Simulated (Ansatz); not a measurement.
# C₃H₅I: up Jacob's ladder to CCSD(T)

One table from this session's results is given with a row withheld; the runs are named, their logs left out.

The runs use Ansatz 0.2.0, Gaussian basis; functionals in def2-TZVPP, the program's frozen cores in correlated methods.

The runs, in order: PBE-D4, r2SCAN-D4, PBE0-D4, B3LYP-D4, ωB97X-V, ωB97M-V, B2PLYP; CCSD(T)/def2-TZVPP; CCSD(T)/def2-QZVPP; extrapolation to the limit.

## Structure used throughout

An earlier PBE0-D4 in a triple-zeta def2 set relaxation fixed the geometry. I takes the def2 core potential; no spin-orbit term is included.

9 atoms, charge 0, spin multiplicity 1.

Atoms are counted from 1 here; the program's logs count them from 0.

Bond lengths: C1–C2 1.327 Å, C1–H5 1.085 Å, C1–H6 1.083 Å, C2–C3 1.475 Å, C2–H7 1.087 Å, C3–I4 2.166 Å, C3–H8 1.087 Å, C3–H9 1.088 Å. Angles: C2–C1–H5 121.4°, C2–C1–H6 121.4°, H5–C1–H6 117.1°, C1–C2–C3 123.6°, C1–C2–H7 120.0°, C3–C2–H7 116.4°, C2–C3–I4 111.0°, C2–C3–H8 112.9°, C2–C3–H9 113.1°, I4–C3–H8 105.4°, I4–C3–H9 103.4°, H8–C3–H9 110.3°.

Set-up of the first run:

in.yaml

```yaml
crystal:
  periodic: [false, false, false]
  atoms:
    - {symbol: C, position_ang: [0.375855, 1.311832, -0.472371]}
    - {symbol: C, position_ang: [0.090356, 0.376769, 0.424668]}
    - {symbol: C, position_ang: [-0.507071, -0.927475, 0.081762]}
    - {symbol: I, position_ang: [0.882367, -2.542424, 0.470241]}
    - {symbol: H, position_ang: [0.196672, 1.154111, -1.531213]}
    - {symbol: H, position_ang: [0.798832, 2.265042, -0.179294]}
    - {symbol: H, position_ang: [0.291332, 0.553899, 1.477810]}
    - {symbol: H, position_ang: [-0.762152, -1.012743, -0.971719]}
    - {symbol: H, position_ang: [-1.366182, -1.179011, 0.700128]}
basis:
  gaussian: {orbitals: def2-TZVPP}
hamiltonian: {xc: pbe, dispersion: d4}
output: {forces: true, orbitals: {seedname: orbitals}}
```

The run is started by

```
ansatz run in.yaml --threads 2 --pin off --events-out ev --progress --plain --max-ram 32768MiB --backend cpu
```

Among the steps run: PBE-D4 (GGA); r2SCAN-D4 (meta-GGA); PBE0-D4 (hybrid); B3LYP-D4 (hybrid); ωB97X-V (range-separated); ωB97M-V (range-separated); B2PLYP (double hybrid); CCSD(T) in def2-TZVPP; CCSD(T) in def2-QZVPP.

One table of the session follows, with a row left open; its other results are not shown here.

```
            method  atomisation energy (kJ/mol)
            PBE-D4                       3507.5
         r2SCAN-D4                       3427.3
           PBE0-D4                       3448.6
          B3LYP-D4                       3420.5
           ωB97X-V                       3407.9
           ωB97M-V                            ?
            B2PLYP                       3386.6
     HF/def2-TZVPP                       2524.0
    MP2/def2-TZVPP                       3394.5
   CCSD/def2-TZVPP                       3283.8
CCSD(T)/def2-TZVPP                       3339.6
           MP2/CBS                       3479.1
       CCSD(T)/CBS                       3424.2
```

Estimate the missing values for ωB97M-V.

As computed: atomisation energy (kJ/mol): 3413.5. In the column «atomisation energy (kJ/mol)» it lies between ωB97X-V (3407.9) and B3LYP-D4 (3420.5).
